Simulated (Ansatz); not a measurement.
# ClFHO₂V: one species, many methods

An exercise on one series of results from a longer session: the logs are not shown, and one member is left open.

The runs use Ansatz 0.2.0, Gaussian basis; functionals in def2-TZVPP, the program's frozen cores in correlated methods.

The runs, in order: LDA (SPW92), PBE-D4, revPBE-D4, BLYP-D4, r2SCAN-D4, B97M-V, PBE0-D4, B3LYP-D4, r2SCANh-D4, r2SCAN0-D4, HSE06-D4, BHLYP-D4, CAM-B3LYP-D4, LC-ωPBE, ωB97X-V, ωB97M-V, B2PLYP, PBE-QIDH; CCSD(T)/def2-SVP; CCSD(T)/def2-TZVPP; MP2/def2-QZVPP; extrapolation to the limit; RPA on PBE.

## The geometry

An earlier PBE0-D4 in a triple-zeta def2 set relaxation fixed the geometry.

6 atoms, charge 0, spin multiplicity 1.

Atoms are counted from 1 here; the program's logs count them from 0.

Bond lengths: O1–V2 1.545 Å, V2–O3 1.738 Å, V2–F4 1.722 Å, V2–Cl5 2.146 Å, O3–H6 0.963 Å. Angles: O1–V2–O3 108.3°, O1–V2–F4 109.3°, O1–V2–Cl5 108.5°, O3–V2–F4 110.3°, O3–V2–Cl5 109.8°, F4–V2–Cl5 110.6°, V2–O3–H6 122.9°.

Set-up of the first run:

Contents of in.yaml:

```yaml
crystal:
  periodic: [false, false, false]
  atoms:
    - {symbol: O, position_ang: [-1.323307, 0.024256, 0.920108]}
    - {symbol: V, position_ang: [-0.293392, 0.061897, -0.231341]}
    - {symbol: O, position_ang: [1.224869, -0.528219, 0.375899]}
    - {symbol: F, position_ang: [-0.847335, -0.933518, -1.522204]}
    - {symbol: Cl, position_ang: [-0.076121, 2.094703, -0.883515]}
    - {symbol: H, position_ang: [1.357384, -0.783120, 1.294853]}
basis:
  gaussian: {orbitals: def2-TZVPP}
hamiltonian: {xc: lda}
output: {orbitals: {seedname: orbitals}}
```

The run is started by

```console
ansatz run in.yaml --threads 4 --pin off --events-out ev --progress --plain --max-ram 10444MiB
```

Among the steps run: LDA; PBE-D4 (GGA); revPBE-D4 (GGA); BLYP-D4 (GGA); r2SCAN-D4 (meta-GGA); B97M-V (meta-GGA); PBE0-D4 (hybrid); B3LYP-D4 (hybrid); r2SCANh-D4 (hybrid); r2SCAN0-D4 (hybrid); HSE06-D4 (hybrid); BHLYP-D4 (hybrid); CAM-B3LYP-D4 (range-separated); LC-ωPBE (range-separated); ωB97X-V (range-separated); ωB97M-V (range-separated); B2PLYP (double hybrid); PBE-QIDH (double hybrid).

One table of the session follows, with a row left open; its other results are not shown here.

It belongs to the step «Frontier levels by functional». 

| functional | HOMO (eV) | LUMO (eV) | gap (eV) |
| --- | --- | --- | --- |
| LDA (SPW92) | -8.29 | -4.68 | 3.62 |
| PBE-D4 | -8.10 | -4.41 | 3.70 |
| revPBE-D4 | ? | ? | ? |
| BLYP-D4 | -7.96 | -4.33 | 3.63 |
| r2SCAN-D4 | -8.49 | -4.46 | 4.03 |
| B97M-V | -8.57 | -4.47 | 4.09 |
| PBE0-D4 | -9.58 | -3.61 | 5.98 |
| B3LYP-D4 | -9.31 | -3.88 | 5.43 |
| r2SCANh-D4 | -9.03 | -4.14 | 4.89 |
| r2SCAN0-D4 | -9.85 | -3.63 | 6.22 |
| HSE06-D4 | -9.18 | -3.99 | 5.19 |
| BHLYP-D4 | -10.94 | -2.63 | 8.31 |
| CAM-B3LYP-D4 | -10.96 | -2.54 | 8.42 |
| LC-ωPBE | -12.33 | -1.37 | 10.96 |
| ωB97X-V | -11.96 | -1.38 | 10.58 |
| ωB97M-V | -11.82 | -1.36 | 10.47 |

Q: Estimate the row for revPBE-D4 from the others.

The run gave: HOMO (eV): -8.03; LUMO (eV): -4.31; gap (eV): 3.72. In the column «HOMO (eV)» it lies between PBE-D4 (-8.10) and BLYP-D4 (-7.96).
